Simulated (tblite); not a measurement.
# C5H13O4P: the cost of one run

Programs: tblite 0.8.0 and PySCF 2.14.0, with density-fitted response routines of our own. Each step states its level of theory. These are calculated values for one molecule in the gas phase, unless marked as measured. Atoms are numbered from 0 throughout.

## Step 1: Starting geometry

23 atoms, charge 0, multiplicity 1; geometry from: force field or distance geometry start.

Bonds of the start (Å): C0–C1 1.50, C1–C2 1.54, C2–O3 1.37, O3–P4 1.66, P4–O5 1.52, P4–O6 1.68, O6–C7 1.39, P4–O8 1.69, O8–C9 1.40, C0–H10 1.11, C0–H11 1.11, C0–H12 1.11, C1–H13 1.14, C1–H14 1.08, C2–H15 1.10, C2–H16 1.12, C7–H17 1.08, C7–H18 1.12, C7–H19 1.10, C9–H20 1.11, C9–H21 1.11, C9–H22 1.12.

## Step 2: Relaxing the molecule with GFN2-xTB

Job settings and geometry (Å):

```
{"job": {"kind": "relax", "xc": "GFN2-xTB", "basis": "xTB"}, "charge": 0, "multiplicity": 1}
C     -3.276400     0.270600    -0.089200
C     -2.599900    -1.046000     0.138100
C     -1.098900    -1.010900    -0.197200
O     -0.542900    -0.040600     0.595400
P      1.092600     0.178300     0.405200
O      1.569700     1.083700     1.532800
O      1.874200    -1.294700     0.581500
C      3.112100    -1.318400    -0.057300
O      1.506900     0.982400    -1.024600
C      1.461300     2.366500    -0.821500
H     -3.710900     0.603300     0.879100
H     -2.501300     0.984200    -0.433900
H     -4.074500     0.122000    -0.840000
H     -2.622200    -1.284800     1.249000
H     -3.144200    -1.842700    -0.354600
H     -0.931600    -0.868600    -1.270400
H     -0.704400    -2.005500     0.135600
H      3.790100    -0.536900     0.263800
H      3.550400    -2.325400     0.149700
H      2.922400    -1.260100    -1.140200
H      0.733900     2.784400    -1.547300
H      1.126500     2.635900     0.201000
H      2.462200     2.850200    -0.985800
```

The run is started by

```bash
OMP_NUM_THREADS=1 python probes_run.py task.json out
```

This one command runs all jobs of the session in turn.

**Question.** How long does this first job take on 1 thread of AMD EPYC 7R43, shared host?

About 1.8 s.
